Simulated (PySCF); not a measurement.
# C4H7BF2O2: magnetic properties

Wanted: magnetic properties for C4H7BF2O2 (`COC(=O)[C@H](C)B(F)F`).

Programs: PySCF 2.14.0, with routines of our own; each step states its level. All values are computed. Atoms count from 0.

### 1 The system as given

16 atoms, charge 0, multiplicity 1; geometry from: GFN2-xTB.

### 2 Magnetic properties: GIAO HF/pcSseg-1

Job settings and geometry (Å):

```
{"job": {"kind": "mag", "xc": "HF", "basis": "pcSseg-1", "isotopologues": 0}, "charge": 0, "multiplicity": 1}
C      2.635030    -0.734253    -0.128428
O      1.288024    -0.473876    -0.508714
C      0.513975     0.108148     0.408995
O      0.892075     0.440252     1.498425
C     -0.913060     0.267655    -0.106899
C     -1.567815     1.502189     0.522396
B     -1.690560    -1.087953     0.194414
F     -2.771885    -1.150407     0.935890
F     -1.296003    -2.247429    -0.284983
H      2.663655    -1.265196     0.824576
H      3.060456    -1.343964    -0.920868
H      3.186137     0.202915    -0.028144
H     -0.831420     0.383496    -1.192721
H     -1.508750     1.435078     1.604955
H     -1.055379     2.406854     0.205769
H     -2.612078     1.565433     0.231411
```

Level: GIAO HF/pcSseg-1 magnetisability, rotational g tensor and spin-rotation constants, non-relativistic, gas phase.

Launch:

```sh
> OMP_NUM_THREADS=1 python excited_run.py task.json out
```

This one command runs all jobs of the session in turn.

What it wrote:

```text
final grid: 139272 points
cycle   1  E = -528.6818863606  dE =  1.866e+00  |g| = 1.031e+00  |ddm| = 3.348e+00
cycle   2  E = -528.8318840864  dE = -1.500e-01  |g| = 7.006e-01  |ddm| = 1.015e+00
cycle   3  E = -528.9132965502  dE = -8.141e-02  |g| = 9.745e-02  |ddm| = 4.425e-01
cycle   4  E = -528.9159335220  dE = -2.637e-03  |g| = 4.319e-02  |ddm| = 9.648e-02
cycle   5  E = -528.9163648876  dE = -4.314e-04  |g| = 1.044e-02  |ddm| = 3.825e-02
cycle   6  E = -528.9164200667  dE = -5.518e-05  |g| = 4.859e-03  |ddm| = 1.479e-02
cycle   7  E = -528.9164358100  dE = -1.574e-05  |g| = 1.673e-03  |ddm| = 1.031e-02
cycle   8  E = -528.9164376140  dE = -1.804e-06  |g| = 5.881e-04  |ddm| = 3.425e-03
cycle   9  E = -528.9164378122  dE = -1.981e-07  |g| = 1.762e-04  |ddm| = 1.094e-03
cycle  10  E = -528.9164378257  dE = -1.353e-08  |g| = 5.077e-05  |ddm| = 2.687e-04
cycle  11  E = -528.9164378269  dE = -1.237e-09  |g| = 1.257e-05  |ddm| = 8.833e-05
cycle  12  E = -528.9164378270  dE = -8.436e-11  |g| = 3.423e-06  |ddm| = 2.853e-05
converged SCF energy = -528.9164378270

Magnetisability tensor (1e-30 J/T^2)
    -1267.86       -3.07      -31.94
       -3.07    -1298.39       75.17
      -31.94       75.17    -1162.02
isotropic -1242.76   principal values   -1333.37  -1272.57  -1122.33
isotropic susceptibility -74.840 1e-6 cm^3/mol

Inertial axes            a          b          c
rot. const./GHz      2.3805     1.1343     0.8818
chi total           -76.221    -74.288    -74.012
chi diamagnetic    -596.446  -1104.986  -1401.653
chi paramagnetic    520.225   1030.698   1327.641
quadrupole/D A        5.108     -4.454     -0.655
g nuclear            0.5607     0.5412     0.5427
g electronic        -0.5818    -0.5493    -0.5500
g total             -0.0211    -0.0081    -0.0073

Spin-rotation constants (kHz, H = +C I.J)
atom  isotope        aa         bb         cc
  6    11B        0.545      0.270      0.172
  7    19F        1.763      2.183      0.408
  8    19F        3.873      0.971      0.624
  9     1H       -0.228     -0.118      0.037
 10     1H       -0.209     -0.001     -0.066
 11     1H       -0.100     -0.015     -0.095
 12     1H       -0.249     -0.138      0.024
 13     1H       -0.267     -0.094      0.005
 14     1H       -0.150     -0.061     -0.079
 15     1H       -0.013     -0.118     -0.087
  0    13C*       0.352      0.222      0.169
  1    17O*      -0.517     -0.121     -0.182
  2    13C*       1.123      0.404      0.273
  3    17O*      -1.043     -0.420     -0.343
  4    13C*       0.339      0.176      0.123
  5    13C*       0.284      0.140      0.107
* in the singly substituted isotopologue
```

It took 15 s on 1 thread of Arm Neoverse V2, shared host; peak memory 0.94 GiB.

From this job:

```
              quantity                      value
       magnetisability           -1243·10⁻³⁰ J/T²
  molar susceptibility         -74.8·10⁻⁶ cm³/mol
rotational g (a, b, c)  -0.0211, -0.0081, -0.0073
```

### 3 Magnetic properties: GIAO wB97X-D/def2-SVP

The job, as its differences from that of step 2:

```diff
@@ -1,2 +1,2 @@
-{"job": {"kind": "mag", "xc": "HF", "basis": "pcSseg-1", "isotopologues": 0}, "charge": 0, "multiplicity": 1}
+{"job": {"kind": "mag", "xc": "wB97X-D", "basis": "def2-SVP"}, "charge": 0, "multiplicity": 1}
 C      2.635030    -0.734253    -0.128428
```

With the program's defaults for keys left out, this is: GIAO wB97X-D/def2-SVP magnetisability, rotational g tensor and spin-rotation constants, non-relativistic, gas phase.

What it wrote:

```text
coarse grid: 14120 points
cycle   1  E = -530.8803680208  dE =  1.470e+00  |g| = 1.123e+00  |ddm| = 4.133e+00
cycle   2  E = -530.7460211662  dE =  1.343e-01  |g| = 1.480e+00  |ddm| = 2.063e+00
cycle   3  E = -531.1198125230  dE = -3.738e-01  |g| = 1.659e-01  |ddm| = 1.221e+00
cycle   4  E = -531.1241522832  dE = -4.340e-03  |g| = 7.524e-02  |ddm| = 1.689e-01
cycle   5  E = -531.1251621317  dE = -1.010e-03  |g| = 1.340e-02  |ddm| = 6.137e-02
cycle   6  E = -531.1252040808  dE = -4.195e-05  |g| = 4.351e-03  |ddm| = 1.693e-02
cycle   7  E = -531.1252091924  dE = -5.112e-06  |g| = 1.226e-03  |ddm| = 5.791e-03
final grid: 139272 points
cycle   8  E = -531.2066789278  dE = -1.401e-04  |g| = 6.103e-03  |ddm| = 4.147e-02
cycle   9  E = -531.2066826342  dE = -3.706e-06  |g| = 5.268e-03  |ddm| = 1.083e-02
cycle  10  E = -531.2066873842  dE = -4.750e-06  |g| = 7.421e-04  |ddm| = 3.707e-03
cycle  11  E = -531.2066874828  dE = -9.858e-08  |g| = 3.821e-04  |ddm| = 1.216e-03
cycle  12  E = -531.2066875117  dE = -2.885e-08  |g| = 1.486e-04  |ddm| = 4.332e-04
cycle  13  E = -531.2066875158  dE = -4.149e-09  |g| = 3.235e-05  |ddm| = 1.510e-04
cycle  14  E = -531.2066875161  dE = -2.966e-10  |g| = 1.059e-05  |ddm| = 5.283e-05
converged SCF energy = -531.2066875161

Magnetisability tensor (1e-30 J/T^2)
    -1225.21       -7.73      -33.18
       -7.73    -1265.19       81.90
      -33.18       81.90    -1127.96
isotropic -1206.12   principal values   -1304.09  -1232.31  -1081.96
isotropic susceptibility -72.634 1e-6 cm^3/mol

Inertial axes            a          b          c
rot. const./GHz      2.3805     1.1343     0.8818
chi total           -73.754    -71.955    -72.193
chi diamagnetic    -593.528  -1102.415  -1398.488
chi paramagnetic    519.774   1030.460   1326.295
quadrupole/D A        5.052     -3.921     -1.131
g nuclear            0.5607     0.5412     0.5427
g electronic        -0.5813    -0.5491    -0.5494
g total             -0.0206    -0.0080    -0.0068

Spin-rotation constants (kHz, H = +C I.J)
atom  isotope        aa         bb         cc
  6    11B        0.550      0.269      0.172
  7    19F        2.163      2.330      0.454
  8    19F        4.089      1.165      0.651
  9     1H       -0.234     -0.119      0.039
 10     1H       -0.211     -0.001     -0.067
 11     1H       -0.104     -0.015     -0.096
 12     1H       -0.252     -0.136      0.028
 13     1H       -0.272     -0.098      0.005
 14     1H       -0.152     -0.062     -0.080
 15     1H       -0.008     -0.121     -0.088
  0    13C*       0.336      0.217      0.165
  1    17O*      -0.540     -0.134     -0.184
  2    13C*       1.034      0.376      0.259
  3    17O*      -0.954     -0.390     -0.328
  4    13C*       0.331      0.172      0.122
  5    13C*       0.273      0.131      0.103
* in the singly substituted isotopologue
```

It took 29 s on 1 thread of Arm Neoverse V2, shared host; peak memory 0.83 GiB.

From this job:

```csv
quantity,value
magnetisability,-1206·10⁻³⁰ J/T²
molar susceptibility,-72.6·10⁻⁶ cm³/mol
"rotational g (a, b, c)","-0.0206, -0.0080, -0.0068"
```

### 4 Magnetic properties: GIAO OLYP/pcSseg-1

The job, as its differences from that of step 3:

```diff
@@ -1,2 +1,2 @@
-{"job": {"kind": "mag", "xc": "wB97X-D", "basis": "def2-SVP"}, "charge": 0, "multiplicity": 1}
+{"job": {"kind": "mag", "xc": "OLYP", "basis": "pcSseg-1", "scf": {"diis": false, "max_cycle": 58}}, "charge": 0, "multiplicity": 1}
 C      2.635030    -0.734253    -0.128428
```

Level: GIAO OLYP/pcSseg-1 magnetisability, rotational g tensor and spin-rotation constants, non-relativistic, gas phase.

What it wrote:

```text
final grid: 139272 points
cycle   1  E = -531.2934775060  dE =  1.144e+00  |g| = 1.191e+00  |ddm| = 3.534e+00
cycle   2  E = -530.2680895532  dE =  1.025e+00  |g| = 2.563e+00  |ddm| = 2.856e+00
cycle   3  E = -528.6559391258  dE =  1.612e+00  |g| = 4.148e+00  |ddm| = 3.844e+00
cycle   4  E = -515.7523986667  dE =  1.290e+01  |g| = 6.734e+00  |ddm| = 1.627e+01
cycle   5  E = -469.6661171143  dE =  4.609e+01  |g| = 1.705e+01  |ddm| = 2.255e+01
cycle   6  E = -388.7795340044  dE =  8.089e+01  |g| = 2.126e+01  |ddm| = 4.028e+01
cycle   7  E = -363.1131097088  dE =  2.567e+01  |g| = 2.055e+01  |ddm| = 4.355e+01
cycle   8  E = -231.1298827802  dE =  1.320e+02  |g| = 2.611e+01  |ddm| = 3.092e+01
cycle   9  E = -270.3714487962  dE = -3.924e+01  |g| = 2.470e+01  |ddm| = 3.901e+01
cycle  10  E = -124.6560072815  dE =  1.457e+02  |g| = 2.862e+01  |ddm| = 3.986e+01
[... 38 cycles left out ...]
cycle  49  E = 10.1097463667  dE =  1.998e+01  |g| = 2.938e+01  |ddm| = 2.959e+01
cycle  50  E = -9.8672022869  dE = -1.998e+01  |g| = 3.140e+01  |ddm| = 2.959e+01
cycle  51  E = 10.1097463667  dE =  1.998e+01  |g| = 2.938e+01  |ddm| = 2.959e+01
cycle  52  E = -9.8672022869  dE = -1.998e+01  |g| = 3.140e+01  |ddm| = 2.959e+01
cycle  53  E = 10.1097463667  dE =  1.998e+01  |g| = 2.938e+01  |ddm| = 2.959e+01
cycle  54  E = -9.8672022869  dE = -1.998e+01  |g| = 3.140e+01  |ddm| = 2.959e+01
cycle  55  E = 10.1097463667  dE =  1.998e+01  |g| = 2.938e+01  |ddm| = 2.959e+01
cycle  56  E = -9.8672022869  dE = -1.998e+01  |g| = 3.140e+01  |ddm| = 2.959e+01
cycle  57  E = 10.1097463667  dE =  1.998e+01  |g| = 2.938e+01  |ddm| = 2.959e+01
cycle  58  E = -9.8672022869  dE = -1.998e+01  |g| = 3.140e+01  |ddm| = 2.959e+01
SCF not converged, last energy = -9.8672022869
```

Run time: 91 s. Hardware: 1 thread of Arm Neoverse V2, shared host; peak memory 0.58 GiB.

Diagnosis: The SCF swings between two densities 19.98 Eh apart: plain iteration without DIIS overshoots. Cure: turn DIIS on. Numbers printed on the way are no properties of the molecule.

### 5 The levels compared

```csv
level,ξ (10⁻³⁰ J/T²),g(a),g(b),gap (eV),functions,time
GIAO HF/pcSseg-1,-1243,-0.0211,-0.0081,15.96,188,15 s
GIAO wB97X-D/def2-SVP,-1206,-0.0206,-0.0080,11.72,161,29 s
```

### 6 Results

| quantity | value |
| --- | --- |
| magnetisability (step 2, GIAO HF/pcSseg-1) | -1243·10⁻³⁰ J/T² |
| molar susceptibility (step 2, GIAO HF/pcSseg-1) | -74.8·10⁻⁶ cm³/mol |
| rotational g (a, b, c) (step 2, GIAO HF/pcSseg-1) | -0.0211, -0.0081, -0.0073 |
| magnetisability over the levels | -1243 to -1206·10⁻³⁰ J/T² |
| runs | 1 failed, 0 ended on unsound input |

What this shows: The magnetisability spreads by 3.0 % over 2 levels, from GIAO HF/pcSseg-1 (15 s) to GIAO wB97X-D/def2-SVP (29 s); the runs took 15 s to 29 s. Two levels can agree by chance, so this spread shows no convergence. Vibrational averaging and real surroundings are missing from these values.
